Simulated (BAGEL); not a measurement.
# HF/STO-3G (density fitting with AutoAux) run of CH2FI (fluoroiodomethane)

Wanted: an optimisation with harmonic vibrations of CH2FI (fluoroiodomethane). 

Program for the calculation: BAGEL 1.2.2.

4 further runs of the same task are left out: 1 that didn't finish, 3 set aside as unsound or not needed.

## 1. Starting point

CH2FI: 5 atoms, total charge 0, spin state singlet. As SMILES, `FCI`. The coordinates come from a PBE0-D4/def2-TZVP relaxation. The run starts from this shape.

Bond lengths: F1–C2 1.353 Å, C2–I3 2.142 Å, C2–H4 1.088 Å, C2–H5 1.088 Å. Angles: F1–C2–I3 111.0°, F1–C2–H4 109.9°, F1–C2–H5 109.9°, I3–C2–H4 106.6°, I3–C2–H5 106.6°, H4–C2–H5 112.7°.

## 2. An optimisation with harmonic vibrations at HF/STO-3G (density fitting with AutoAux)

calc.json reads:

```json
{ "bagel" : [

{
  "title" : "molecule",
  "basis" : "sto-3g",
  "df_basis" : "sto-3g-autoaux.json",
  "angstrom" : false,
  "geometry" : [
    { "atom" : "F", "xyz" : [     2.26067936,     1.34340630,    -0.33164693 ] },
    { "atom" : "C", "xyz" : [     0.30349002,    -0.21561775,     0.19539768 ] },
    { "atom" : "I", "xyz" : [    -3.08459995,     1.03538094,    -1.63310132 ] },
    { "atom" : "H", "xyz" : [     0.69560819,    -2.10137545,    -0.52383208 ] },
    { "atom" : "H", "xyz" : [    -0.08069131,    -0.20068891,     2.21513696 ] }
  ]
},

{
  "title" : "optimize",
  "opttype" : "energy",
  "maxiter" : 40,
  "method" : [
    { "title" : "hf" }
  ]
},

{
  "title" : "hessian",
  "method" : [
    { "title" : "hf" }
  ]
}

]}
```

The basis set STO-3G is read from a file made from the Basis Set Exchange's data (not shown).

Launch:

```
$ BAGEL_NUM_THREADS=1 BAGEL calc.json > calc.out
```

What it wrote:

```text
* using 1 threads per process

  ===============================================================
  ===============================================================

  *** Geometry ***

  { "atom" : "F", "xyz" : [      2.260679,      1.343406,     -0.331647 ] },
  { "atom" : "C", "xyz" : [      0.303490,     -0.215618,      0.195398 ] },
  { "atom" : "I", "xyz" : [     -3.084600,      1.035381,     -1.633101 ] },
  { "atom" : "H", "xyz" : [      0.695608,     -2.101375,     -0.523832 ] },
  { "atom" : "H", "xyz" : [     -0.080691,     -0.200689,      2.215137 ] },

  Number of auxiliary basis functions:      453

  Since a DF basis is specified, we compute 2- and 3-index integrals:
    o Being stored without compression. Storage requirement is 0.006 GB

  Number of basis functions:       39
  Number of electrons      :       70

    * METHOD: MOLECULE                             0.12

[... 21 lines left out ...]
    * SCF iteration converged.
[... 1 line left out ...]
    * Permanent dipole moment:
[... 26 lines left out ...]
  === Convergence status ===
[... 1 line left out ...]
                         Maximum     Tolerance   Converged?
[... 50 lines left out ...]
  ++ Mass Weighted Hessian ++
[... 24 lines left out ...]
  ++ Symmetrized Mass Weighted Hessian ++
[... 24 lines left out ...]
 Mass Weighted Hessian Eigenvalues
[... 2 lines left out ...]
  ++ Mass Weighted Hessian Eigenvectors ++
[... 31 lines left out ...]
                                    6                   7                   8                   9                  10                  11
      Freq (cm-1)              323.92              712.67             1021.46             1343.61             1431.21             1557.97

 IR Int. (km/mol)                1.80               33.00                2.71               29.91                4.26              114.44
[... 16 lines of this table left out ...]
               14             0.03476            -0.15439             0.15709            -0.02095            -0.07604             0.11050

                                   12                  13                  14
      Freq (cm-1)             1796.44             3550.48             3675.21

 IR Int. (km/mol)                0.94                2.40                1.80
[... 16 lines of this table left out ...]
               14             0.06501            -0.67133            -0.65658

    * METHOD: HESSIAN                             27.36

  ===============================================================
```

It took 35 s on 1 thread of Intel Xeon Platinum 8488C (Sapphire Rapids), shared host; peak memory 0.11 GiB.

## 3. Results

Level: HF/STO-3G (density fitting with AutoAux).

| quantity | value |
| --- | --- |
| total energy at the end | -6987.28422 Eh |
| lowest harmonic wavenumber | 324 cm⁻¹ |
| highest harmonic wavenumber | 3675 cm⁻¹ |
| zero-point energy | 92.2 kJ/mol |

**Reading.** At the final geometry: Bond lengths: F1–C2 1.379 Å, C2–I3 2.143 Å, C2–H4 1.098 Å, C2–H5 1.098 Å. Angles: F1–C2–I3 112.6°, F1–C2–H4 109.9°, F1–C2–H5 109.9°, I3–C2–H4 108.0°, I3–C2–H5 108.0°, H4–C2–H5 108.3°. All 9 modes are real, so the shape is a minimum at this level. Relativity is left out although the molecule holds a heavy atom.
